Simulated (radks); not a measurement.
**Fractional charge and spin in the 4d shell of indium**

Aim: the energy as the spin-up occupation of 4d runs from 4 to 5 and the spin-down one from 4 to 5, against the two flat planes that join the four corners. Added charge counts from the emptiest corner (up 4, down 4).

The numbers are computed with radks (a radial shooting solver on a logarithmic mesh, Libxc functionals) version 1 (scalar-relativistic Kohn-Sham, r2SCAN, spin-polarised, spherical densities, finite nucleus), except any that are marked as measured or tabulated.

## Step 1: The system

| Property | Result |
| --- | --- |
| element | indium (Z = 49) |
| configuration | [Kr] 5s(up 0.5, down 0.5) 4d(up 5, down 5) |
| nuclear rms radius | 4.6156 fm |

In the logs a row gives level, spin channel, occupation and eigenvalue; Etot, Ekin, Encl (electron-nucleus), Eh (Hartree) and Exc are energies, all in hartree; err is the last residual, it the number of iterations.

A shell typed twice in an input gives spin up, then spin down.

## Step 2: 4d: up 5, down 5

Settings of this run:

```text
Z 49
configuration [Kr] 5s0.5 5s0.5 4d5 4d5
relativity scalar-relativistic
functional r2scan,r2scan
spin polarised
nucleus finite rms 4.6156 fm
c 137.035999084
```

Standard output:

```text
1s      1   1.0000       -1022.51965732
2s      1   1.0000        -154.21806857
2p      1   3.0000        -138.37844990
3s      1   1.0000         -30.02728218
3p      1   3.0000         -24.80087818
3d      1   5.0000         -16.70419661
4s      1   1.0000          -5.18140524
4p      1   3.0000          -3.61986344
5s      1   0.5000          -0.86009819
4d      1   5.0000          -1.36396940
1s      2   1.0000       -1022.51965732
2s      2   1.0000        -154.21806857
2p      2   3.0000        -138.37844990
3s      2   1.0000         -30.02728218
3p      2   3.0000         -24.80087818
3d      2   5.0000         -16.70419661
4s      2   1.0000          -5.18140524
4p      2   3.0000          -3.61986344
5s      2   0.5000          -0.86009819
4d      2   5.0000          -1.36396940
Etot -5881.4012840851
Ekin 6130.269495116521
Encl -14189.503765509839
Eh 2337.454955480901
Exc -159.6219691726841
err 2.0838985423268447e-06
it 13
```

5s is the highest filled level (-23.404 eV).

From the orbitals of this run (lengths in bohr):

```csv
level,occupation,energy (eV),<r>,outermost maximum (interpolated),90 % within,nodes
2p,6,-3765.5,0.1122,0.0869,0.183,0
3s,2,-817.08,0.3478,0.315,0.511,2
3p,6,-674.87,0.3466,0.309,0.521,1
3d,10,-454.54,0.3243,0.259,0.511,0
4s,2,-140.99,0.8506,0.771,1.23,3
4p,6,-98.502,0.9233,0.817,1.36,2
4d,10,-37.115,1.162,0.930,1.81,1
5s,1,-23.404,2.339,2.05,3.40,4
```

The radial density on a logarithmic grid:

```csv
r (bohr),4πr²ρ (e/bohr)
0.00135,2.463
0.00206,5.070
0.00316,10.06
0.00482,18.85
0.00737,32.43
0.0113,49.05
0.0172,61.52
0.0263,61.02
0.0402,54.37
0.0614,65.59
0.0938,80.44
0.143,61.18
0.219,59.93
0.335,57.58
0.511,21.82
0.781,22.01
1.19,13.48
1.82,3.332
2.79,0.5860
4.26,0.04509
```

## Step 3: 4d: up 5, down 4.75

Settings of this run:

```text
Z 49
configuration [Kr] 5s0.5 5s0.5 4d5 4d4.75
relativity scalar-relativistic
functional r2scan,r2scan
spin polarised
nucleus finite rms 4.6156 fm
c 137.035999084
```

Standard output:

```text
1s      1   1.0000       -1022.68379887
2s      1   1.0000        -154.38555334
2p      1   3.0000        -138.54552824
3s      1   1.0000         -30.19180153
3p      1   3.0000         -24.96558094
3d      1   5.0000         -16.86982926
4s      1   1.0000          -5.34312034
4p      1   3.0000          -3.77912087
5s      1   0.5000          -0.96240587
4d      1   5.0000          -1.51384520
1s      2   1.0000       -1022.68381455
2s      2   1.0000        -154.38234851
2p      2   3.0000        -138.54314538
3s      2   1.0000         -30.19107765
3p      2   3.0000         -24.96449585
3d      2   5.0000         -16.86745053
4s      2   1.0000          -5.33301046
4p      2   3.0000          -3.76881685
5s      2   0.5000          -0.95953534
4d      2   4.7500          -1.50411481
Etot -5881.042897280114
Ekin 6129.928112404639
Encl -14181.524883081285
Eh 2330.0069094742576
Exc -159.4530360777252
err 4.006532377969617e-06
it 12
```

E − E(step 2, 4d: up 5, down 5) = +9.752 eV. 5s down is the highest filled level (-26.110 eV).

## Step 4: 4d: up 5, down 4.5

Settings of this run:

```text
Z 49
configuration [Kr] 5s0.5 5s0.5 4d5 4d4.5
relativity scalar-relativistic
functional r2scan,r2scan
spin polarised
nucleus finite rms 4.6156 fm
c 137.035999084
```

Standard output:

```text
1s      1   1.0000       -1022.85228815
2s      1   1.0000        -154.55748905
2p      1   3.0000        -138.71705564
3s      1   1.0000         -30.36048797
3p      1   3.0000         -25.13445597
3d      1   5.0000         -17.03968313
4s      1   1.0000          -5.50833703
4p      1   3.0000          -3.94174405
5s      1   0.5000          -1.06720867
4d      1   5.0000          -1.66698172
1s      2   1.0000       -1022.85232021
2s      2   1.0000        -154.55098483
2p      2   3.0000        -138.71221966
3s      2   1.0000         -30.35902173
3p      2   3.0000         -25.13225675
3d      2   5.0000         -17.03485823
4s      2   1.0000          -5.48780505
4p      2   3.0000          -3.92082178
5s      2   0.5000          -1.06126877
4d      2   4.5000          -1.64717449
Etot -5880.649114567115
Ekin 6129.551997994363
Encl -14173.336145682839
Eh 2322.4153181826464
Exc -159.28028506128652
err 3.3280554389145295e-06
it 12
```

Energy against step 2 (4d: up 5, down 5): +20.468 eV. Highest occupied level: 5s down at -28.879 eV.

## Step 5: 4d: up 5, down 4.25

Settings of this run:

```text
Z 49
configuration [Kr] 5s0.5 5s0.5 4d5 4d4.25
relativity scalar-relativistic
functional r2scan,r2scan
spin polarised
nucleus finite rms 4.6156 fm
c 137.035999084
```

Standard output:

```text
1s      1   1.0000       -1023.02498733
2s      1   1.0000        -154.73373734
2p      1   3.0000        -138.89289392
3s      1   1.0000         -30.53319285
3p      1   3.0000         -25.30735467
3d      1   5.0000         -17.21361092
4s      1   1.0000          -5.67689403
4p      1   3.0000          -4.10757672
5s      1   0.5000          -1.17439678
4d      1   5.0000          -1.82323911
1s      2   1.0000       -1023.02503661
2s      2   1.0000        -154.72383647
2p      2   3.0000        -138.88553261
3s      2   1.0000         -30.53096531
3p      2   3.0000         -25.30401152
3d      2   5.0000         -17.20627056
4s      2   1.0000          -5.64561197
4p      2   3.0000          -4.07570577
5s      2   0.5000          -1.16519497
4d      2   4.2500          -1.79299639
Etot -5880.219227225451
Ekin 6129.140334784771
Encl -14164.94385220204
Eh 2314.688297320224
Exc -159.10400712840556
err 2.886428132797363e-06
it 12
```

E − E(step 2, 4d: up 5, down 5) = +32.165 eV. The top filled level is 5s down, -31.707 eV.

## Step 6: 4d: up 5, down 4

Settings of this run:

```text
Z 49
configuration [Kr] 5s0.5 5s0.5 4d5 4d4
relativity scalar-relativistic
functional r2scan,r2scan
spin polarised
nucleus finite rms 4.6156 fm
c 137.035999084
```

Standard output:

```text
1s      1   1.0000       -1023.20177811
2s      1   1.0000        -154.91417813
2p      1   3.0000        -139.07292332
3s      1   1.0000         -30.70978637
3p      1   3.0000         -25.48414733
3d      1   5.0000         -17.39148417
4s      1   1.0000          -5.84865072
4p      1   3.0000          -4.27648319
5s      1   0.5000          -1.28387495
4d      1   5.0000          -1.98249606
1s      2   1.0000       -1023.20184555
2s      2   1.0000        -154.90078094
2p      2   3.0000        -139.06296271
3s      2   1.0000         -30.70677806
3p      2   3.0000         -25.47962967
3d      2   5.0000         -17.38155727
4s      2   1.0000          -5.80627482
4p      2   3.0000          -4.23331686
5s      2   0.5000          -1.27122398
4d      2   4.0000          -1.94144625
Etot -5879.752562008173
Ekin 6128.6924446608
Encl -14156.353802956946
Eh 2306.833281762264
Exc -158.92448547429143
err 2.5192558345399977e-06
it 12
```

E − E(step 2, 4d: up 5, down 5) = +44.864 eV. 5s down is the highest filled level (-34.592 eV).

## Step 7: 4d: up 4.75, down 4.75

Settings of this run:

```text
Z 49
configuration [Kr] 5s0.5 5s0.5 4d4.75 4d4.75
relativity scalar-relativistic
functional r2scan,r2scan
spin polarised
nucleus finite rms 4.6156 fm
c 137.035999084
```

Standard output:

```text
1s      1   1.0000       -1022.85247986
2s      1   1.0000        -154.55441047
2p      1   3.0000        -138.71481161
3s      1   1.0000         -30.35990850
3p      1   3.0000         -25.13351007
3d      1   5.0000         -17.03742771
4s      1   1.0000          -5.49825803
4p      1   3.0000          -3.93147368
5s      1   0.5000          -1.06427980
4d      1   4.7500          -1.65725182
1s      2   1.0000       -1022.85247986
2s      2   1.0000        -154.55441047
2p      2   3.0000        -138.71481161
3s      2   1.0000         -30.35990850
3p      2   3.0000         -25.13351007
3d      2   5.0000         -17.03742771
4s      2   1.0000          -5.49825803
4p      2   3.0000          -3.93147368
5s      2   0.5000          -1.06427980
4d      2   4.7500          -1.65725182
Etot -5880.6466395088555
Ekin 6129.549260271383
Encl -14173.327536558125
Eh 2322.409150039263
Exc -159.27751326137667
err 3.1959100645079477e-06
it 12
```

E − E(step 2, 4d: up 5, down 5) = +20.535 eV. Highest occupied level: 5s at -28.961 eV.

## Step 8: 4d: up 4.75, down 4.5

Settings of this run:

```text
Z 49
configuration [Kr] 5s0.5 5s0.5 4d4.75 4d4.5
relativity scalar-relativistic
functional r2scan,r2scan
spin polarised
nucleus finite rms 4.6156 fm
c 137.035999084
```

Standard output:

```text
1s      1   1.0000       -1023.02535632
2s      1   1.0000        -154.73078502
2p      1   3.0000        -138.89078898
3s      1   1.0000         -30.53275778
3p      1   3.0000         -25.30654788
3d      1   5.0000         -17.21147854
4s      1   1.0000          -5.66684344
4p      1   3.0000          -4.09733768
5s      1   0.5000          -1.17141509
4d      1   4.7500          -1.81351045
1s      2   1.0000       -1023.02537269
2s      2   1.0000        -154.72748452
2p      2   3.0000        -138.88833502
3s      2   1.0000         -30.53201537
3p      2   3.0000         -25.30543356
3d      2   5.0000         -17.20903170
4s      2   1.0000          -5.65641871
4p      2   3.0000          -4.08671710
5s      2   0.5000          -1.16835028
4d      2   4.5000          -1.80343273
Etot -5880.214188903676
Ekin 6129.134762353853
Encl -14164.926565908017
Eh 2314.6759935063437
Exc -159.09837885585466
err 2.7640471842875044e-06
it 12
```

Energy against step 2 (4d: up 5, down 5): +32.303 eV. 5s down is the highest filled level (-31.792 eV).

## Step 9: 4d: up 4.75, down 4.25

Settings of this run:

```text
Z 49
configuration [Kr] 5s0.5 5s0.5 4d4.75 4d4.25
relativity scalar-relativistic
functional r2scan,r2scan
spin polarised
nucleus finite rms 4.6156 fm
c 137.035999084
```

Standard output:

```text
1s      1   1.0000       -1023.20232569
2s      1   1.0000        -154.91135220
2p      1   3.0000        -139.07095783
3s      1   1.0000         -30.70949576
3p      1   3.0000         -25.48347964
3d      1   5.0000         -17.38947464
4s      1   1.0000          -5.83862622
4p      1   3.0000          -4.26627330
5s      1   0.5000          -1.28084516
4d      1   4.7500          -1.97276926
1s      2   1.0000       -1023.20235926
2s      2   1.0000        -154.90465299
2p      2   3.0000        -139.06597699
3s      2   1.0000         -30.70799198
3p      2   3.0000         -25.48122110
3d      2   5.0000         -17.38451113
4s      2   1.0000          -5.81744649
4p      2   3.0000          -4.24469970
5s      2   0.5000          -1.27452652
4d      2   4.2500          -1.95225449
Etot -5879.744869096887
Ekin 6128.683938274718
Encl -14156.327770758646
Eh 2306.8148754287517
Exc -158.91591204170993
err 2.4948645426141814e-06
it 12
```

E − E(step 2, 4d: up 5, down 5) = +45.073 eV. 5s down is the highest filled level (-34.682 eV).

## Step 10: 4d: up 4.75, down 4

Settings of this run:

```text
Z 49
configuration [Kr] 5s0.5 5s0.5 4d4.75 4d4
relativity scalar-relativistic
functional r2scan,r2scan
spin polarised
nucleus finite rms 4.6156 fm
c 137.035999084
```

Standard output:

```text
1s      1   1.0000       -1023.38328272
2s      1   1.0000        -155.09600494
2p      1   3.0000        -139.25521143
3s      1   1.0000         -30.89000612
3p      1   3.0000         -25.66418914
3d      1   5.0000         -17.57130094
4s      1   1.0000          -6.01348047
4p      1   3.0000          -4.43815952
5s      1   0.5000          -1.39248526
4d      1   4.7500          -2.13492003
1s      2   1.0000       -1023.38333442
2s      2   1.0000        -155.08580649
2p      2   3.0000        -139.24762908
3s      2   1.0000         -30.88772157
3p      2   3.0000         -25.66075575
3d      2   5.0000         -17.56374928
4s      2   1.0000          -5.98119991
4p      2   3.0000          -4.40528446
5s      2   0.5000          -1.38272825
4d      2   4.0000          -2.10359600
Etot -5879.238035454024
Ekin 6128.196139037325
Encl -14147.536307062679
Eh 2298.8325127164785
Exc -158.73038014514893
err 2.236917014622925e-06
it 12
```

Energy against step 2 (4d: up 5, down 5): +58.865 eV. Highest occupied level: 5s down at -37.626 eV.

## Step 11: 4d: up 4.5, down 4.5

Settings of this run:

```text
Z 49
configuration [Kr] 5s0.5 5s0.5 4d4.5 4d4.5
relativity scalar-relativistic
functional r2scan,r2scan
spin polarised
nucleus finite rms 4.6156 fm
c 137.035999084
```

Standard output:

```text
1s      1   1.0000       -1023.20251917
2s      1   1.0000        -154.90817677
2p      1   3.0000        -139.06864203
3s      1   1.0000         -30.70889753
3p      1   3.0000         -25.48250410
3d      1   5.0000         -17.38715005
4s      1   1.0000          -5.82822745
4p      1   3.0000          -4.25568188
5s      1   0.5000          -1.27773185
4d      1   4.5000          -1.96269193
1s      2   1.0000       -1023.20251917
2s      2   1.0000        -154.90817677
2p      2   3.0000        -139.06864203
3s      2   1.0000         -30.70889753
3p      2   3.0000         -25.48250410
3d      2   5.0000         -17.38715005
4s      2   1.0000          -5.82822745
4p      2   3.0000          -4.25568188
5s      2   0.5000          -1.27773185
4d      2   4.5000          -1.96269193
Etot -5879.742305640265
Ekin 6128.6811039550175
Encl -14156.31910132708
Eh 2306.8087471486047
Exc -158.9130554168068
err 2.3870041516938264e-06
it 12
```

Energy against step 2 (4d: up 5, down 5): +45.143 eV. Highest occupied level: 5s at -34.769 eV.

## Step 12: 4d: up 4.5, down 4.25

Settings of this run:

```text
Z 49
configuration [Kr] 5s0.5 5s0.5 4d4.5 4d4.25
relativity scalar-relativistic
functional r2scan,r2scan
spin polarised
nucleus finite rms 4.6156 fm
c 137.035999084
```

Standard output:

```text
1s      1   1.0000       -1023.38365454
2s      1   1.0000        -155.09295466
2p      1   3.0000        -139.25303408
3s      1   1.0000         -30.88955207
3p      1   3.0000         -25.66335231
3d      1   5.0000         -17.56909839
4s      1   1.0000          -6.00310547
4p      1   3.0000          -4.42759526
5s      1   0.5000          -1.38932799
4d      1   4.5000          -2.12484372
1s      2   1.0000       -1023.38367172
2s      2   1.0000        -155.08955498
2p      2   3.0000        -139.25050646
3s      2   1.0000         -30.88879070
3p      2   3.0000         -25.66220797
3d      2   5.0000         -17.56658118
4s      2   1.0000          -5.99234815
4p      2   3.0000          -4.41664024
5s      2   0.5000          -1.38607767
4d      2   4.2500          -2.11440596
Etot -5879.2328170504425
Ekin 6128.190370352559
Encl -14147.518901657339
Eh 2298.8202922654227
Exc -158.72457801108482
err 2.1788941975748953e-06
it 12
```

E − E(step 2, 4d: up 5, down 5) = +59.007 eV. The top filled level is 5s down, -37.717 eV.

## Step 13: 4d: up 4.5, down 4

Settings of this run:

```text
Z 49
configuration [Kr] 5s0.5 5s0.5 4d4.5 4d4
relativity scalar-relativistic
functional r2scan,r2scan
spin polarised
nucleus finite rms 4.6156 fm
c 137.035999084
```

Standard output:

```text
1s      1   1.0000       -1023.56868459
2s      1   1.0000        -155.28172216
2p      1   3.0000        -139.44141547
3s      1   1.0000         -31.07387415
3p      1   3.0000         -25.84787345
3d      1   5.0000         -17.75477309
4s      1   1.0000          -6.18093941
4p      1   3.0000          -4.60234868
5s      1   0.5000          -1.50306273
4d      1   4.5000          -2.28979092
1s      2   1.0000       -1023.56871988
2s      2   1.0000        -155.27482142
2p      2   3.0000        -139.43628497
3s      2   1.0000         -31.07233205
3p      2   3.0000         -25.84555409
3d      2   5.0000         -17.74966674
4s      2   1.0000          -6.15907682
4p      2   3.0000          -4.58008836
5s      2   0.5000          -1.49638024
4d      2   4.0000          -2.26854259
Etot -5878.685104117304
Ekin 6127.6619386301145
Encl -14138.530577833464
Eh 2290.7167352127844
Exc -158.53320012673896
err 2.0073935751601965e-06
it 12
```

Energy against step 2 (4d: up 5, down 5): +73.911 eV. The top filled level is 5s down, -40.719 eV.

## Step 14: 4d: up 4.25, down 4.25

Settings of this run:

```text
Z 49
configuration [Kr] 5s0.5 5s0.5 4d4.25 4d4.25
relativity scalar-relativistic
functional r2scan,r2scan
spin polarised
nucleus finite rms 4.6156 fm
c 137.035999084
```

Standard output:

```text
1s      1   1.0000       -1023.56887999
2s      1   1.0000        -155.27844661
2p      1   3.0000        -139.43902551
3s      1   1.0000         -31.07325683
3p      1   3.0000         -25.84686758
3d      1   5.0000         -17.75237727
4s      1   1.0000          -6.17020369
4p      1   3.0000          -4.59141894
5s      1   0.5000          -1.49977178
4d      1   4.2500          -2.27935350
1s      2   1.0000       -1023.56887999
2s      2   1.0000        -155.27844661
2p      2   3.0000        -139.43902551
3s      2   1.0000         -31.07325683
3p      2   3.0000         -25.84686758
3d      2   5.0000         -17.75237727
4s      2   1.0000          -6.17020369
4p      2   3.0000          -4.59141894
5s      2   0.5000          -1.49977178
4d      2   4.2500          -2.27935350
Etot -5878.682449008052
Ekin 6127.659004406925
Encl -14138.52184708874
Eh 2290.710648154565
Exc -158.53025448080308
err 1.9154953338472727e-06
it 12
```

E − E(step 2, 4d: up 5, down 5) = +73.983 eV. Highest occupied level: 5s at -40.811 eV.

## Step 15: 4d: up 4.25, down 4

Settings of this run:

```text
Z 49
configuration [Kr] 5s0.5 5s0.5 4d4.25 4d4
relativity scalar-relativistic
functional r2scan,r2scan
spin polarised
nucleus finite rms 4.6156 fm
c 137.035999084
```

Standard output:

```text
1s      1   1.0000       -1023.75789934
2s      1   1.0000        -155.47124131
2p      1   3.0000        -139.63144788
3s      1   1.0000         -31.26129543
3p      1   3.0000         -26.03510508
3d      1   5.0000         -17.94180560
4s      1   1.0000          -6.35091048
4p      1   3.0000          -4.76893794
5s      1   0.5000          -1.61554029
4d      1   4.2500          -2.44700933
1s      2   1.0000       -1023.75791744
2s      2   1.0000        -155.46773938
2p      2   3.0000        -139.62884435
3s      2   1.0000         -31.26051474
3p      2   3.0000         -26.03393001
3d      2   5.0000         -17.93921601
4s      2   1.0000          -6.33980307
4p      2   3.0000          -4.75763082
5s      2   0.5000          -1.61211083
4d      2   4.0000          -2.43619814
Etot -5878.093169043744
Ekin 6127.089240615709
Encl -14129.340750970143
Eh 2282.4915240687806
Exc -158.33318275809063
err 1.7486962485209162e-06
it 12
```

E − E(step 2, 4d: up 5, down 5) = +90.018 eV. Highest occupied level: 5s down at -43.868 eV.

## Step 16: 4d: up 4, down 4

Settings of this run:

```text
Z 49
configuration [Kr] 5s0.5 5s0.5 4d4 4d4
relativity scalar-relativistic
functional r2scan,r2scan
spin polarised
nucleus finite rms 4.6156 fm
c 137.035999084
```

Standard output:

```text
1s      1   1.0000       -1023.95085056
2s      1   1.0000        -155.66448204
2p      1   3.0000        -139.82522917
3s      1   1.0000         -31.45218329
3p      1   3.0000         -26.22579725
3d      1   5.0000         -18.13231183
4s      1   1.0000          -6.52328537
4p      1   3.0000          -4.93782318
5s      1   0.5000          -1.72985772
4d      1   4.0000          -2.60648304
1s      2   1.0000       -1023.95085056
2s      2   1.0000        -155.66448204
2p      2   3.0000        -139.82522917
3s      2   1.0000         -31.45218329
3p      2   3.0000         -26.22579725
3d      2   5.0000         -18.13231183
4s      2   1.0000          -6.52328537
4p      2   3.0000          -4.93782318
5s      2   0.5000          -1.72985772
4d      2   4.0000          -2.60648304
Etot -5877.461655242966
Ekin 6126.477466400083
Encl -14119.970568534583
Eh 2274.1620054855475
Exc -158.13055859401356
err 1.5370584244238894e-06
it 12
```

E − E(step 2, 4d: up 5, down 5) = +107.203 eV. The top filled level is 5s, -47.072 eV.

## Step 17: Summary of results

```csv
down \ up,4,4.25,4.5,4.75,5
4,0.000,-1.600,-2.122,-1.584,0.000
4.25,-1.600,-2.050,-1.442,0.209,-1.483
4.5,-2.122,-1.442,0.279,-1.346,-1.964
4.75,-1.584,0.209,-1.346,-1.897,-1.464
5,0.000,-1.483,-1.964,-1.464,0.000
```

The table gives the energy in eV minus the planes, whose edge runs along up + down = one added electron; mirror points follow by spin symmetry. With half an added electron in each spin it lies 0.28 eV above the planes. With half an electron added in spin up alone it lies 2.12 eV below them. The planes are only a guide here: the condition holds for ground states with one frontier orbital, and this shell is degenerate.
